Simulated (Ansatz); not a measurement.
I need a rigid scan of one bond angle of CH3ClOSi, SMILES CO[Si]Cl. Use Ansatz 0.2.0 through its Python package. Level of theory (for the species named): PBE, 6-31G* basis, multiplicity 1.

```yaml
atoms:
  - { symbol: C, position_ang: [0.4472, 0.6989, 0.1615] }
  - { symbol: O, position_ang: [0.6282, -0.6435, 0.3586] }
  - { symbol: Si, position_ang: [-0.7026, -1.6624, 0.5121] }
  - { symbol: Cl, position_ang: [-1.4222, -1.8243, -1.3451] }
  - { symbol: H, position_ang: [-0.1056, 0.9159, -0.8229] }
  - { symbol: H, position_ang: [-0.1794, 1.1955, 0.9713] }
  - { symbol: H, position_ang: [1.3955, 1.2519, 0.1189] }
```

Script `ch3closi_bend.py`:
```python
"""Energy of CH3ClOSi against one bond angle."""

import ansatz as az
from ase import Atoms

atoms = Atoms(["C", "O", "Si", "Cl", "H", "H", "H"], positions=[
    [0.4472, 0.6989, 0.1615],
    [0.6282, -0.6435, 0.3586],
    [-0.7026, -1.6624, 0.5121],
    [-1.4222, -1.8243, -1.3451],
    [-0.1056, 0.9159, -0.8229],
    [-0.1794, 1.1955, 0.9713],
    [1.3955, 1.2519, 0.1189],
])

# relax first, so that the scan starts from a minimum
first = (
    az.Crystal.molecule_from_ase(atoms).calculation()
    .basis(gaussian="6-31G*")
    .functional("pbe")
    .relax(force_tolerance=0.02, max_steps=80)
)
atoms.positions = first.run().report["positions_ang"]

rows = []
for angle in [85, 95, 105, 115, 125, 140, 160]:
    bent = atoms.copy()
    bent.set_angle(0, 1, 2, angle, indices=[2, 3])
    calculation = az.Crystal.molecule_from_ase(bent).calculation().basis(gaussian="6-31G*").functional("pbe")
    rows.append((angle, calculation.run().report["free_energy_ev"]))
floor = min(e for _, e in rows)
for angle, e in rows:
    print(f"angle C0-O1-Si2 = {angle:3d} deg   {1000 * (e - floor):9.1f} meV")
```

```console
$ python ch3closi_bend.py
angle C0-O1-Si2 =  85 deg     10535.3 meV
angle C0-O1-Si2 =  95 deg      4525.7 meV
angle C0-O1-Si2 = 105 deg      1652.7 meV
angle C0-O1-Si2 = 115 deg       482.5 meV
angle C0-O1-Si2 = 125 deg        75.8 meV
angle C0-O1-Si2 = 140 deg         0.0 meV
angle C0-O1-Si2 = 160 deg       152.5 meV
```

The scan is rigid, and the energies are electronic, in a modest basis. The zero is the lowest point of the grid, which needn't be the minimum. It ran for 53 s on 1 thread of Arm Neoverse V1, with other jobs on the host, peak memory 0.23 GiB.
